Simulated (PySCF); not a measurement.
# BiF3 (Bi(F)3): the cost of one run

Computed with PySCF 2.14.0. Level: TPSS, Bi def2-SVP with ECP60, F def2-SVP; scalar-relativistic core potentials, no spin–orbit coupling.

4 further runs of the same task are left out: 2 for a known fault of the program, 1 that didn't finish, 1 set aside as unsound or not needed.

## (1) The starting structure

4 atoms, charge 0, spin multiplicity 1.

Bond lengths: Bi1–F2 1.961 Å, Bi1–F3 1.961 Å, Bi1–F4 1.961 Å. Angles: F2–Bi1–F3 108.9°, F2–Bi1–F4 108.9°, F3–Bi1–F4 108.9°.

Geometry (Å):

```xyz
4
charge 0, multiplicity 1
Bi    0.0000    0.0000    0.0000
F     1.8425    0.0000   -0.6709
F    -0.9212    1.5956   -0.6709
F    -0.9212   -1.5956   -0.6709
```

Formal oxidation states: Bi +3.

## (2) SCF at the start, singlet

run.py (the lines that set the calculation)

```python
mol = gto.M(atom='''
Bi     0.00000     0.00000     0.00000
F      1.84250     0.00000    -0.67090
F     -0.92120     1.59560    -0.67090
F     -0.92120    -1.59560    -0.67090''',
    basis={'Bi': 'def2-SVP', 'F': 'def2-SVP'},
    ecp={'Bi': 'def2-SVP'},
    charge=0, spin=0)
mf = dft.RKS(mol, xc='TPSS')
mf.grids.atom_grid = (50, 194)
mf = mf.density_fit()  # fitting sets: Bi def2-universal-JKFIT, F def2-universal-JKFIT
mf.conv_tol = 1e-08; mf.max_cycle = 55
mf.kernel(dm0)  # dm0: free metal ions and neutral atoms
```

Command:

```sh
> OMP_NUM_THREADS=2 python run.py
```

**Question.** How long does this run take on 2 threads of Arm Neoverse V2, shared host, and how much memory does it need?

About 2 s, with a peak of 0.32 GiB.
